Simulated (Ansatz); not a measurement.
# GeH₄ (singlet): wave-function methods side by side at scale of all distances = 0.892, 6-31G

Aim: climb from Hartree-Fock through coupled cluster and multireference methods for GeH₄ (singlet) at one geometry and basis, and see what each rung misses.

The runs use Ansatz 0.2.0, Gaussian basis; 6-31G, core rule «outside noble gas», up to 14 orbitals frozen.

Plan: UHF; CCSD(T) on RHF; BCCD(T) on RHF; CISD; CCSDT(Q) on RHF; CCSDTQ on RHF; CASSCF and MRCISD+Q, 2 electrons in 2 orbitals; CASSCF and NEVPT2, 2 electrons in 2 orbitals; CASSCF and MRCISD+Q, 8 electrons in 8 orbitals; CASSCF and NEVPT2, 8 electrons in 8 orbitals; Full CI.

19 further runs of the same task are left out: 1 for a mislabelled method, 1 for a known fault of the program, 11 that didn't finish, 6 set aside as unsound or not needed.

## Step 1: The system

The geometry derives from a PBE0/def2-TZVP stationary point (not a proven minimum). All distances are scaled together. No spin-orbit coupling is included. The filled d shell of Ge may be among the frozen orbitals whatever the setting's name suggests; the logs give the count.

5 atoms, charge 0, spin multiplicity 1.

Atoms are counted from 1 here; the program's logs count them from 0.

Bond lengths: Ge1–H2 1.369 Å, Ge1–H3 1.369 Å, Ge1–H4 1.369 Å, Ge1–H5 1.369 Å. Angles: H2–Ge1–H3 109.5°, H2–Ge1–H4 109.5°, H2–Ge1–H5 109.5°, H3–Ge1–H4 109.5°, H3–Ge1–H5 109.5°, H4–Ge1–H5 109.5°.

Coordinates:

```
Ge    0.0000    0.0000    0.0000
H     0.7888    0.7914    0.7904
H    -0.7920   -0.7885    0.7900
H    -0.7884    0.7890   -0.7932
H     0.7915   -0.7918   -0.7872
```

## Step 2: UHF

Input file in.yaml:

```yaml
crystal:
  periodic: [false, false, false]
  atoms:
    - {symbol: Ge, position_ang: [0.000000, 0.000000, 0.000000]}
    - {symbol: H, position_ang: [0.788817, 0.791381, 0.790354]}
    - {symbol: H, position_ang: [-0.791994, -0.788547, 0.790010]}
    - {symbol: H, position_ang: [-0.788372, 0.788986, -0.793188]}
    - {symbol: H, position_ang: [0.791549, -0.791820, -0.787176]}
basis:
  gaussian: {orbitals: 6-31G}
magnetization: {spin_polarized: true, initial_magnetization: 0}
hamiltonian: {xc: hf}
output: {orbitals: {seedname: orbitals}}
```

Command:

```
$ ansatz run in.yaml --threads 1 --pin off --events-out ev --progress --plain --max-ram 2393MiB
```

Further steps of the session: CCSD(T) on RHF; BCCD(T) on RHF; CISD; CCSDT(Q) on RHF; CCSDTQ on RHF; CASSCF and MRCISD+Q, 2 electrons in 2 orbitals; CASSCF and NEVPT2, 2 electrons in 2 orbitals; CASSCF and MRCISD+Q, 8 electrons in 8 orbitals; CASSCF and NEVPT2, 8 electrons in 8 orbitals; Full CI.

**Question.** What will the summary of the whole plan be? Wanted: FCI below the RHF energy; RMP2 from FCI; RCCSD from FCI; RCCSD(T) from FCI; RCCSDT(Q) from FCI; NEVPT2 pair from FCI; MRCISD+Q pair from FCI; NEVPT2 valence from FCI; T1 diagnostic.

The runs gave:

| quantity | value |
| --- | --- |
| FCI below the RHF energy | -2.1463 eV |
| RMP2 from FCI | +13.13 kcal/mol |
| RCCSD from FCI | +0.65 kcal/mol |
| RCCSD(T) from FCI | +0.16 kcal/mol |
| RCCSDT(Q) from FCI | 0.00 kcal/mol |
| NEVPT2 pair from FCI | +11.44 kcal/mol |
| MRCISD+Q pair from FCI | -0.10 kcal/mol |
| NEVPT2 valence from FCI | +4.17 kcal/mol |
| levels within 1 kcal/mol (43 meV) | RCCSD, RCCSD(T), BCCD(T), RCCSDT, RCCSDT(Q), RCCSDTQ, MRCISD+Q pair, MRCISD valence, MRCISD+Q valence |
| T1 diagnostic | 0.008 |
| effectively unpaired electrons | 0.02 |

In words: RCCSD(T) misses by +0.16 kcal/mol, 0.3 % of the correlation energy. MRCISD+Q pair falls below full CI: the +Q correction isn't variational, and the cores differ from full CI's. One determinant dominates. Of the multireference levels listed MRCISD+Q pair comes nearest in total energy (-0.10 kcal/mol), which doesn't show that its space is the better one. These misses are within one basis, not against nature.
